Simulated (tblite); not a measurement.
# C2H6OS3Si2: the cost of one run

Programs: tblite 0.8.0 and PySCF 2.14.0, with density-fitted response routines of our own. Each step states its level of theory. These are calculated values for one molecule in the gas phase, unless marked as measured. Atoms are numbered from 0 throughout.

## Step 1: The molecule as given

14 atoms, charge 0, multiplicity 1; geometry from: force field or distance geometry start.

Bonds of the start (Å): O0–Si1 1.70, Si1–S2 2.11, S2–Si3 2.14, Si1–S4 2.15, S4–C5 1.77, C5–C6 1.27, C6–S7 1.77, S7–Si1 2.16, O0–H8 0.99, Si3–H9 1.47, Si3–H10 1.49, Si3–H11 1.46, C5–H12 1.15, C6–H13 1.13.

## Step 2: Relaxing the molecule with GFN2-xTB

The job: settings as JSON, then the geometry in Å.

```
{"job": {"kind": "relax", "xc": "GFN2-xTB", "basis": "xTB"}, "charge": 0, "multiplicity": 1}
O     -0.276300    -2.488200     1.506500
Si    -0.316600    -1.160700     0.447500
S      1.341500    -1.022200    -0.852000
Si     2.756400     0.479800    -0.281500
S     -0.861800     0.679300     1.418900
C     -1.841200     1.368000     0.113800
C     -2.359900     0.643000    -0.794900
S     -2.106000    -1.109600    -0.762800
H     -0.532400    -3.307200     1.016700
H      4.055400     0.055500    -0.815900
H      2.782700     0.461400     1.209800
H      2.341900     1.809100    -0.715300
H     -2.001200     2.502000     0.110300
H     -2.983300     1.089300    -1.623300
```

On the command line:

```console
OMP_NUM_THREADS=1 python probes_run.py task.json out
```

One launch serves the whole session: the jobs run in the order shown.

Q: Estimate the wall time and peak memory of this first job on 1 thread of Arm Neoverse N1, shared host.

About 3.3 s, with a peak of 0.18 GiB.
